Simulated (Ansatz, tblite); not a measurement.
**The cluster Nb₃H₃Se₉: one state, many levels**

Aim: run the singlet of the cluster Nb₃H₃Se₉ at one geometry on many levels, and compare frontier levels, spin and run time.

Computed with Ansatz 0.2.0, Gaussian basis. Level: as each input shows.

Plan: GFN1-xTB, GFN2-xTB, PBE-D4/def2-TZVP, r2SCAN-D4/def2-TZVP, r2SCAN0-D4/def2-TZVP, BLYP-D4/def2-TZVP, PBE-QIDH/def2-TZVP, PBE+5HF/def2-SVP, PBE+10HF/def2-SVP, PBE+15HF/def2-SVP, PBE+35HF/def2-SVP, PBE+50HF/def2-SVP, PBE-D4/def2-SVP, PBE0-D4/def2-SVP, MP2/def2-SVP, RPA/def2-SVP.

1 further run of the same task is left out (it didn't finish). Runs told in other sessions of the task aren't counted.

### Step 1. The relaxed structure

The singlet was relaxed beforehand with PBE-D4/def2-SVP.

15 atoms, charge 0, spin multiplicity 1.

Bond lengths: Nb1–Se4 2.502 Å, Nb1–Se5 2.582 Å, Nb1–Se6 2.772 Å, Nb1–Se7 2.494 Å, Nb1–Se8 2.541 Å, Nb2–Se7 2.491 Å, Nb2–Se8 2.501 Å, Nb2–Se9 2.587 Å, Nb2–Se10 2.821 Å, Nb2–Se11 2.510 Å, Nb3–Se5 2.459 Å, Nb3–Se6 2.555 Å, Nb3–Se9 2.478 Å, Nb3–Se10 2.544 Å, Nb3–Se12 2.502 Å, Se4–H13 1.501 Å, Se6–Se10 2.438 Å, Se11–H14 1.486 Å and more. Angles: Se4–Nb1–Se5 121.6°, Se4–Nb1–Se6 109.1°, Se4–Nb1–Se7 114.1°, Se4–Nb1–Se8 86.7°, Se5–Nb1–Se6 77.8°, Se5–Nb1–Se7 89.1°, Se5–Nb1–Se8 147.7°, Se6–Nb1–Se7 135.3°, Se6–Nb1–Se8 78.2°, Se7–Nb1–Se8 93.0°, Se7–Nb2–Se8 94.0°, Se7–Nb2–Se9 90.6°, Se7–Nb2–Se10 133.6°, Se7–Nb2–Se11 100.8°, Se8–Nb2–Se9 146.7°, Se8–Nb2–Se10 78.2°, Se8–Nb2–Se11 97.1°, Se9–Nb2–Se10 74.8° and more.

Nb takes a core potential in the def2 sets. No spin-orbit coupling is included.

PBE0-D4/def2-TZVP was run before; its log isn't repeated, and its numbers join the tables.

### Step 2. GFN1-xTB

Tight binding, by tblite at 300 K electronic temperature and without a spin-polarisation term:

```python
tblite.interface.Calculator('GFN1-xTB', numbers, positions, charge=0, uhf=0).singlepoint()
```

Energy -1029.3849 eV, HOMO -9.83 eV, LUMO -9.36 eV; 0.073 s.

### Step 3. GFN2-xTB

Tight binding, by tblite at 300 K electronic temperature and without a spin-polarisation term:

```python
tblite.interface.Calculator('GFN2-xTB', numbers, positions, charge=0, uhf=0).singlepoint()
```

Energy -985.5953 eV, HOMO -10.66 eV, LUMO -10.46 eV; 0.28 s.

### Step 4. PBE-D4/def2-TZVP

start.molden holds the orbitals of an earlier run on this state, given as this run's starting guess.

Input file in.yaml:

```yaml
crystal:
  periodic: [false, false, false]
  atoms:
    - {symbol: Nb, position_ang: [-1.501798, -0.643074, 0.112818]}
    - {symbol: Nb, position_ang: [0.136470, 1.714043, 0.082162]}
    - {symbol: Nb, position_ang: [1.734254, -1.214821, 0.084021]}
    - {symbol: Se, position_ang: [-3.878206, -1.161116, -0.475028]}
    - {symbol: Se, position_ang: [-0.023586, -2.330833, 1.391661]}
    - {symbol: Se, position_ang: [0.157476, -1.602924, -1.888905]}
    - {symbol: Se, position_ang: [-1.246753, 0.955090, 2.010238]}
    - {symbol: Se, position_ang: [-1.637644, 1.219775, -1.609849]}
    - {symbol: Se, position_ang: [2.285561, 0.892667, 1.265598]}
    - {symbol: Se, position_ang: [1.603964, 0.359945, -1.909993]}
    - {symbol: Se, position_ang: [-0.224623, 4.195837, 0.191276]}
    - {symbol: Se, position_ang: [3.623519, -2.846391, 0.259966]}
    - {symbol: H, position_ang: [-3.847784, -2.199418, 0.608863]}
    - {symbol: H, position_ang: [-1.698954, 4.321338, 0.056954]}
    - {symbol: H, position_ang: [4.490505, -1.700717, -0.155084]}
basis:
  gaussian: {orbitals: def2-TZVP, fitting: {mean_field: def2-universal-jkfit}, initial_orbitals: start.molden}
hamiltonian: {xc: pbe, dispersion: d4}
scf: {omitted_lower_state_checks: [starts]}
output: {orbitals: {seedname: orbitals}}
```

Started as:

```console
$ ansatz run in.yaml --threads 2 --pin off --events-out ev --progress --plain --max-ram 32768MiB --backend cuda --devices 0, --max-vram 18GiB
```

After this run come: r2SCAN-D4/def2-TZVP; r2SCAN0-D4/def2-TZVP; BLYP-D4/def2-TZVP; PBE-QIDH/def2-TZVP; PBE+5HF/def2-SVP; PBE+10HF/def2-SVP; PBE+15HF/def2-SVP; PBE+35HF/def2-SVP; PBE+50HF/def2-SVP; PBE-D4/def2-SVP; PBE0-D4/def2-SVP; MP2/def2-SVP; RPA/def2-SVP.

**Question.** What will the summary of the whole plan be? Wanted: gap in def2-TZVP, named functionals, smallest and largest; gap over the share of exact exchange; correlation energy, MP2/def2-SVP; binding an atom, functionals in def2-TZVP; PBE0 total energy, smallest basis above largest.

As calculated:

| quantity | value |
| --- | --- |
| gap in def2-TZVP, named functionals, smallest and largest | 0.95 eV (BLYP-D4), 2.53 eV (r2SCAN0-D4) |
| gap over the share of exact exchange | 0.97 eV at 0, 3.86 eV at 0.5 |
| correlation energy, MP2/def2-SVP | -91.36 eV |
| binding an atom, functionals in def2-TZVP | 3.46 (r2SCAN0-D4) to 3.86 eV (PBE-D4) |
| PBE0 total energy, smallest basis above largest | 73.13 eV (def2-SVP, def2-TZVP) |

Over the named functionals in def2-TZVP the gap runs from 0.95 eV (BLYP-D4) to 2.53 eV (r2SCAN0-D4); exact exchange widens it. Raising the share of exact exchange from 0 to 0.5 moves the HOMO by -2.06 eV and the LUMO by +0.84 eV.
